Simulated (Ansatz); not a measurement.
**C3H8AlCl2N: trial inputs and their diagnosis**

4 inputs were typed for C3H8AlCl2N. Each is run as it stands; the log then has to tell whether the result can be used.

The runs use Ansatz 0.2.0, Gaussian basis; the settings change from run to run.

## (1) The relaxed structure

An earlier PBE0-D4 in a triple-zeta def2 set relaxation fixed the geometry.

SMILES `CC[N](C)[Al]([Cl])[Cl]`, 15 atoms, charge 0, spin multiplicity 1.

Atoms are counted from 1 here; the program's logs count them from 0.

Bond lengths: C1–C2 1.511 Å, C1–H8 1.092 Å, C1–H9 1.092 Å, C1–H10 1.092 Å, C2–N3 1.450 Å, C2–H11 1.101 Å, C2–H12 1.101 Å, N3–C4 1.452 Å, N3–Al5 1.761 Å, C4–H13 1.098 Å, C4–H14 1.098 Å, C4–H15 1.090 Å, Al5–Cl6 2.086 Å, Al5–Cl7 2.092 Å. Angles: C2–C1–H8 111.8°, C2–C1–H9 111.8°, C2–C1–H10 109.5°, H8–C1–H9 108.0°, H8–C1–H10 107.8°, H9–C1–H10 107.8°, C1–C2–N3 115.3°, C1–C2–H11 109.1°, C1–C2–H12 109.1°, N3–C2–H11 108.6°, N3–C2–H12 108.6°, H11–C2–H12 105.7°, C2–N3–C4 110.4°, C2–N3–Al5 130.4°, C4–N3–Al5 119.2°, N3–C4–H13 111.0°, N3–C4–H14 111.0°, N3–C4–H15 111.4° and more.

## (2) Try 1

in.yaml

```yaml
crystal:
  periodic: [false, false, false]
  atoms:
    - {symbol: C, position_ang: [-0.390197, 0.805401, -1.757886]}
    - {symbol: C, position_ang: [-0.610510, -0.336512, -0.793274]}
    - {symbol: N, position_ang: [0.095406, -0.227946, 0.468613]}
    - {symbol: C, position_ang: [-0.192203, -1.376341, 1.309568]}
    - {symbol: Al, position_ang: [1.176994, 1.025935, 1.067186]}
    - {symbol: Cl, position_ang: [1.752295, 2.766003, 0.070201]}
    - {symbol: Cl, position_ang: [1.994383, 0.784606, 2.977288]}
    - {symbol: H, position_ang: [0.660976, 0.903734, -2.037671]}
    - {symbol: H, position_ang: [-0.718414, 1.759475, -1.339643]}
    - {symbol: H, position_ang: [-0.962613, 0.627008, -2.670365]}
    - {symbol: H, position_ang: [-0.318092, -1.279735, -1.279413]}
    - {symbol: H, position_ang: [-1.687520, -0.430078, -0.586398]}
    - {symbol: H, position_ang: [0.114325, -2.309452, 0.818632]}
    - {symbol: H, position_ang: [-1.267650, -1.451072, 1.518146]}
    - {symbol: H, position_ang: [0.331022, -1.311824, 2.264114]}
basis:
  gaussian: {orbitals: aug-pcseg-2}
total_charge: 1
magnetization: {spin_polarized: false, initial_magnetization: 1}
hamiltonian: {xc: {name: CAM-B3LYP}}
accuracy: high
```

Started as:

```sh
$ ansatz run in.yaml --threads 4 --pin off --events-out ev --progress --plain --max-ram 11315MiB
```

The program printed:

```text
Functional definition: CAM-B3LYP
  name "CAM-B3LYP"
  cite "Yanai, Tew & Handy, Chem. Phys. Lett. 393, 51 (2004) doi:10.1016/j.cplett.2004.06.011"
  cite "Iikura, Tsuneda, Yanai & Hirao, J. Chem. Phys. 115, 3540 (2001) doi:10.1063/1.1383587"
  cite "Becke, Phys. Rev. A 38, 3098 (1988) doi:10.1103/PhysRevA.38.3098"
  cite "Lee, Yang & Parr, Phys. Rev. B 37, 785 (1988) doi:10.1103/PhysRevB.37.785"
  cite "Vosko, Wilk & Nusair, Can. J. Phys. 58, 1200 (1980) doi:10.1139/p80-159"
  parameter alpha = 0.19
  parameter beta = 0.46
  parameter omega = 0.33/bohr
  parameter ac = 0.81
  # Exact exchange under (alpha + beta erf(omega r))/r, Becke's under what is left of 1/r.
  exchange = (1 - alpha - beta)*b88_x + beta*b88_x_sr(omega) + alpha*exact_x + beta*exact_x_lr(omega)
  correlation = (1 - ac)*vwn5_c + ac*lyp_c
Error: with its integrals the run needs 13.06 GiB of memory, and 11.04 GiB are given
refused for memory
```

Wall time 0.1 s (4 threads of AMD EPYC 9R45, shared host).

Diagnosis: Nothing was computed: the input was turned down at the start. The line that matters: «with its integrals the run needs 13.06 GiB of memory, and 11.04 GiB are given» The memory limit is under what the program plans for this job. It asks for 13.06 GiB, and 11.04 GiB are there. Remedy: raise the memory limit. The input also asks for charge 1 and multiplicity 2, not those of the species named; set them back first.

## (3) Try 2

in.yaml

```yaml
crystal:
  periodic: [false, false, false]
  atoms:
    - {symbol: C, position_ang: [-0.390197, 0.805401, -1.757886]}
    - {symbol: C, position_ang: [-0.610510, -0.336512, -0.793274]}
    - {symbol: N, position_ang: [0.095406, -0.227946, 0.468613]}
    - {symbol: C, position_ang: [-0.192203, -1.376341, 1.309568]}
    - {symbol: Al, position_ang: [1.176994, 1.025935, 1.067186]}
    - {symbol: Cl, position_ang: [1.752295, 2.766003, 0.070201]}
    - {symbol: Cl, position_ang: [1.994383, 0.784606, 2.977288]}
    - {symbol: H, position_ang: [0.660976, 0.903734, -2.037671]}
    - {symbol: H, position_ang: [-0.718414, 1.759475, -1.339643]}
    - {symbol: H, position_ang: [-0.962613, 0.627008, -2.670365]}
    - {symbol: H, position_ang: [-1.687520, -0.380078, -0.586398]}
    - {symbol: H, position_ang: [-1.687520, -0.430078, -0.586398]}
    - {symbol: H, position_ang: [0.114325, -2.309452, 0.818632]}
    - {symbol: H, position_ang: [-1.267650, -1.451072, 1.518146]}
    - {symbol: H, position_ang: [0.331022, -1.311824, 2.264114]}
basis:
  gaussian: {orbitals: aug-pcseg-2, final_grid: {core_spheres: 5, valence_spheres: 4, degree: 11}}
hamiltonian: {xc: {name: revPBE0}}
```

Same command.

The program printed, shortened:

```text
Functional definition: revPBE0
  name "revPBE0"
  cite "Zhang & Yang, Phys. Rev. Lett. 80, 890 (1998) doi:10.1103/PhysRevLett.80.890"
  cite "Adamo & Barone, J. Chem. Phys. 110, 6158 (1999) doi:10.1063/1.478522"
  cite "Perdew, Burke & Ernzerhof, Phys. Rev. Lett. 77, 3865 (1996) doi:10.1103/PhysRevLett.77.3865"
[...]
2305 factors; their error is unknown
[...]
a density is far from that of the atoms, so the factors are made again for it
3201 factors; integrals over basis functions are off by at most 1.1e-3 eV
mean field -36124.51440615 eV, -1327.5514183506 hartree, gradient 5.1e-5 eV, S^2 0.000000; 0 other end points of the search recorded, 2 dependent functions left out
reference -36124.51449990 eV, -1327.5514217960 hartree; 40, 40 occupied and 476, 476 virtual orbitals, 3201 factors
Total energy: -36124.51449990 eV, -1327.5514217960 hartree
```

Wall time 19 s (4 threads of AMD EPYC 9R45, shared host); peak memory 3.9 GiB.

What is wrong: The run converged, but a converged run isn't a right one. One atom was put on top of another. The shortest distance is 0.05 Å (H11–H12), against 1.09 Å in the relaxed molecule. Its energy is no property of the relaxed molecule. Fix: restore the atom's position.

## (4) Try 3

in.yaml

```yaml
crystal:
  periodic: [false, false, false]
  atoms:
    - {symbol: C, position_ang: [-0.390197, 0.805401, -1.757886]}
    - {symbol: C, position_ang: [-0.610510, -0.336512, -0.793274]}
    - {symbol: N, position_ang: [0.095406, -0.227946, 0.468613]}
    - {symbol: C, position_ang: [-0.192203, -1.376341, 1.309568]}
    - {symbol: Al, position_ang: [1.176994, 1.025935, 1.067186]}
    - {symbol: Cl, position_ang: [1.752295, 2.766003, 0.070201]}
    - {symbol: Cl, position_ang: [1.994383, 0.784606, 2.977288]}
    - {symbol: H, position_ang: [0.660976, 0.903734, -2.037671]}
    - {symbol: H, position_ang: [-0.718414, 1.759475, -1.339643]}
    - {symbol: H, position_ang: [-0.962613, 0.627008, -2.670365]}
    - {symbol: H, position_ang: [-0.318092, -1.279735, -1.279413]}
    - {symbol: H, position_ang: [-1.687520, -0.430078, -0.586398]}
    - {symbol: H, position_ang: [0.114325, -2.309452, 0.818632]}
    - {symbol: H, position_ang: [-1.267650, -1.451072, 1.518146]}
    - {symbol: H, position_ang: [0.331022, -1.311824, 2.264114]}
basis:
  gaussian: {orbitals: cc-pVTZ-DK}
total_charge: 4
magnetization: {spin_polarized: true, initial_magnetization: 0}
hamiltonian: {xc: {name: PBE0-DH}}
```

Launched as before.

The program printed:

```text
Functional definition: PBE0-DH
  name "PBE0-DH"
  cite "Brémond & Adamo, J. Chem. Phys. 135, 024106 (2011) doi:10.1063/1.3604569"
  cite "Perdew, Burke & Ernzerhof, Phys. Rev. Lett. 77, 3865 (1996) doi:10.1103/PhysRevLett.77.3865"
  parameter a = 1/2
  parameter c = 1/8
  exchange = (1 - a)*pbe_x + a*exact_x
  correlation = (1 - c)*pbe_c + c*(mp2_os + mp2_ss)
1922 factors; integrals over basis functions are off by at most 1.0e-3 eV
mean field evaluation 1: about -36304.8169 eV, gradient 1.0e2 eV
mean field evaluation 2: about -36305.1031 eV, gradient 1.0e2 eV
mean field evaluation 4: about -36294.9306 eV, gradient 1.1e2 eV
mean field evaluation 8: about -36377.0447 eV, gradient 5.9e0 eV
mean field evaluation 16: about -36377.3927 eV, gradient 1.5e-1 eV
mean field evaluation 32: about -36377.3933 eV, gradient 1.4e-4 eV
mean field evaluation 64: about -36380.0098 eV, gradient 9.6e-1 eV
mean field evaluation 96: about -36379.8037 eV, gradient 1.1e0 eV
mean field evaluation 128: about -36379.7141 eV, gradient 1.3e-1 eV
mean field evaluation 160: about -36380.0142 eV, gradient 1.0e-1 eV
Error: SIGTERM received: run cancelled behind 167 evaluations of the mean field
```

Wall time 91 s (4 threads of AMD EPYC 9R45, shared host).

What is wrong: Time ran out. The charge is far from anything that the molecule holds. It asks for charge +4; the species has 0. Cure: type the charge that the molecule really has.

## (5) Try 4

in.yaml

```yaml
crystal:
  periodic: [false, false, false]
  atoms:
    - {symbol: C, position_ang: [-0.390197, 0.805401, -1.757886]}
    - {symbol: C, position_ang: [-0.610510, -0.336512, -0.793274]}
    - {symbol: N, position_ang: [0.095406, -0.227946, 0.468613]}
    - {symbol: C, position_ang: [-0.192203, -1.376341, 1.309568]}
    - {symbol: Al, position_ang: [1.176994, 1.025935, 1.067186]}
    - {symbol: Cl, position_ang: [1.752295, 2.766003, 0.070201]}
    - {symbol: Cl, position_ang: [1.994383, 0.784606, 2.977288]}
    - {symbol: H, position_ang: [0.660976, 0.903734, -2.037671]}
    - {symbol: H, position_ang: [-0.718414, 1.759475, -1.339643]}
    - {symbol: H, position_ang: [-0.962613, 0.627008, -2.670365]}
    - {symbol: H, position_ang: [-0.318092, -1.279735, -1.279413]}
    - {symbol: H, position_ang: [-1.687520, -0.430078, -0.586398]}
    - {symbol: H, position_ang: [0.114325, -2.309452, 0.818632]}
    - {symbol: H, position_ang: [-1.267650, -1.451072, 1.518146]}
    - {symbol: H, position_ang: [0.331022, -1.311824, 2.264114]}
basis:
  gaussian: {orbitals: "6-31G*", final_grid: {core_spheres: 1, valence_spheres: 1, degree: 5}}
magnetization: {spin_polarized: true, initial_magnetization: 0}
hamiltonian: {xc: {name: PBE}}
scf: {lower_state_search: off}
output: {forces: true}
```

Launched as before.

The program printed, shortened:

```text
Functional definition: PBE
  name "PBE"
  cite "Perdew, Burke & Ernzerhof, Phys. Rev. Lett. 77, 3865 (1996) doi:10.1103/PhysRevLett.77.3865"
  parent pbe
[...]
1691 factors; their error is unknown
[...]
mean field -36317.07409428 eV, -1334.6278563680 hartree, gradient 9.8e-6 eV, S^2 0.000000; 0 other end points of the search recorded, 0 dependent functions left out
[...]
reference -36317.07418055 eV, -1334.6278595384 hartree; 40, 40 occupied and 93, 93 virtual orbitals, 1691 factors
Total energy: -36317.07418055 eV, -1334.6278595384 hartree
Atom 0 at    -0.390197     0.805401    -1.757886 Å, force    -0.435961    -7.582074     8.450696 eV/Å
Atom 1 at    -0.610510    -0.336512    -0.793274 Å, force     5.175363     8.399835    -0.084012 eV/Å
Atom 2 at     0.095406    -0.227946     0.468613 Å, force    -6.012970    -7.140504    -3.118046 eV/Å
[...]
Atom 7 at     0.660976     0.903734    -2.037671 Å, force    -2.064526    -1.038769    -0.014071 eV/Å
Atom 8 at    -0.718414     1.759475    -1.339643 Å, force    -0.338576    -2.111477    -0.887385 eV/Å
Atom 9 at    -0.962613     0.627008    -2.670365 Å, force     0.405391     0.660935    -0.011244 eV/Å
Atom 10 at    -0.318092    -1.279735    -1.279413 Å, force     0.222485     1.624891     1.732198 eV/Å
Atom 11 at    -1.687520    -0.430078    -0.586398 Å, force     2.242516     0.367616     0.708092 eV/Å
Atom 12 at     0.114325    -2.309452     0.818632 Å, force    -0.026372     1.960469     0.057305 eV/Å
Atom 13 at    -1.267650    -1.451072     1.518146 Å, force     1.525585     0.996575    -0.728078 eV/Å
Atom 14 at     0.331022    -1.311824     2.264114 Å, force    -1.498405    -1.296040    -1.369418 eV/Å
Dipole moment:    -0.437006    -0.504296    -0.244735 e Å
Checks for a lower state left out: stability, starts, cluster_reference, orbital_swaps, neighbouring_geometries, increment
```

It took 1.3 s on 4 threads of AMD EPYC 9R45, shared host; peak memory 0.34 GiB.

**Diagnosis.** It ended without an error, which proves nothing about the input. The integration grid is far too coarse. Its energy carries the error of the grid. To mend it, drop final_grid and take the default grid.

## (6) Summary

```
try                  level      ended                                                          cause   time
  1  CAM-B3LYP/aug-pcseg-2    refused  the memory limit is under what the program plans for this job  0.1 s
  2    revPBE0/aug-pcseg-2  converged                             one atom was put on top of another   19 s
  3     PBE0-DH/cc-pVTZ-DK    timeout        the charge is far from anything that the molecule holds   91 s
  4             PBE/6-31G*  converged                         the integration grid is far too coarse  1.3 s
```

1 refused, 2 converged, 1 timeout. A refusal costs next to no computing time. The dangerous case is the input that converges on a wrong geometry, charge, spin, basis or grid: often only a look at the input shows it.
